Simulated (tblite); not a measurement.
# C7H6FNSi: the cost of one run

Programs: tblite 0.8.0 and PySCF 2.14.0, with density-fitted response routines of our own. Each step states its level of theory. These are calculated values for one molecule in the gas phase, unless marked as measured. Atoms count from 0, in the outputs and in this text.

### Step 1. The molecule as given

16 atoms, charge 0, multiplicity 1; geometry from: force field or distance geometry start.

Bonds of the start (Å): C0–C1 1.23, C1–C2 1.45, C2–F3 1.40, C2–C4 1.50, C4–C5 1.47, C5–C6 1.20, C6–Si7 1.83, Si7–C8 1.83, C8–N9 1.16, C0–H10 1.07, C2–H11 1.11, C4–H12 1.13, C4–H13 1.11, Si7–H14 1.46, Si7–H15 1.49.

### Step 2. Relaxing the molecule with GFN2-xTB

What the job is given:

```
{"job": {"kind": "relax", "xc": "GFN2-xTB", "basis": "xTB"}, "charge": 0, "multiplicity": 1}
C      2.851900    -1.258300    -0.518000
C      2.334300    -0.160200    -0.723100
C      1.762100     1.149200    -0.958800
F      2.808400     2.077400    -1.032300
C      0.909600     1.570600     0.199300
C     -0.156000     0.569900     0.346200
C     -1.035400    -0.238200     0.463600
Si    -2.360300    -1.483100     0.665100
C     -3.997700    -0.691700     0.491300
N     -5.048100    -0.202900     0.385200
H      3.300000    -2.213900    -0.338700
H      1.238900     1.178300    -1.933500
H      0.451000     2.576400    -0.040500
H      1.468800     1.694400     1.148800
H     -2.196500    -2.473700    -0.389100
H     -2.338600    -2.085200     2.025600
```

The run is started by

```
$ OMP_NUM_THREADS=1 python probes_run.py task.json out
```

This one command runs all jobs of the session in turn.

Q: Estimate the wall time and peak memory of this first job on 1 thread of Arm Neoverse N1, shared host.

About 1.3 s, with a peak of 0.18 GiB.
